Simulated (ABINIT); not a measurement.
The system is GaF.

```
Ga F
1.0
     3.16592    0.00000    0.00000
     0.00000    3.16592    0.00000
     0.00000    0.00000    3.16592
Ga F
1 1
Direct
  0.00000 0.00000 0.00000
  0.50000 0.50000 0.50000
```

The cell was built by a generator and needn't be a form met in nature.

- Program: ABINIT 10.8.3 (patched build)
- Task: relaxation of cell and atoms
- Functional: LDA
- Potentials or basis: PseudoDojo NC SR LDA v0.4.1 standard
- Cutoff: 1143 eV
- k mesh: 6 × 6 × 6
- Occupations: fermi-dirac, width 0.05 eV
- Spin: no spin polarisation

At the start: pressure -6.3 GPa; volume 15.87 Å³/atom.

**Question.** How do energy, volume and symmetry change on relaxing?

**Answer.** Over 6 steps the energy falls by 45.7 meV/atom and the volume is 13.87 Å³/atom (-12.6 %); space group Pm-3m (No. 221, to 0.05 Å).

The path:
| step | energy change (eV) | largest force (eV/Å) | pressure (GPa) | volume (Å³) |
| --- | --- | --- | --- | --- |
| 1 | 0.0000 | 0.0000 | -6.33 | 31.73 |
| 2 | -0.0229 | 0.0000 | -5.66 | 31.12 |
| 3 | -0.0864 | 0.0000 | 2.08 | 26.97 |
| 4 | -0.0911 | 0.0000 | -0.45 | 27.94 |
| 5 | -0.0914 | 0.0000 | -0.02 | 27.76 |
| 6 | -0.0914 | 0.0000 | 0.00 | 27.75 |

Final structure:
```cif
data_structure
_symmetry_space_group_name_H-M 'P 1'
_symmetry_Int_Tables_number 1
_cell_length_a 3.0275
_cell_length_b 3.0275
_cell_length_c 3.0275
_cell_angle_alpha 90.000
_cell_angle_beta 90.000
_cell_angle_gamma 90.000
_cell_volume 27.75
loop_
_atom_site_label
_atom_site_type_symbol
_atom_site_fract_x
_atom_site_fract_y
_atom_site_fract_z
_atom_site_occupancy
Ga1 Ga 0.00000 0.00000 0.00000 1
F1 F 0.50000 0.50000 0.50000 1
```
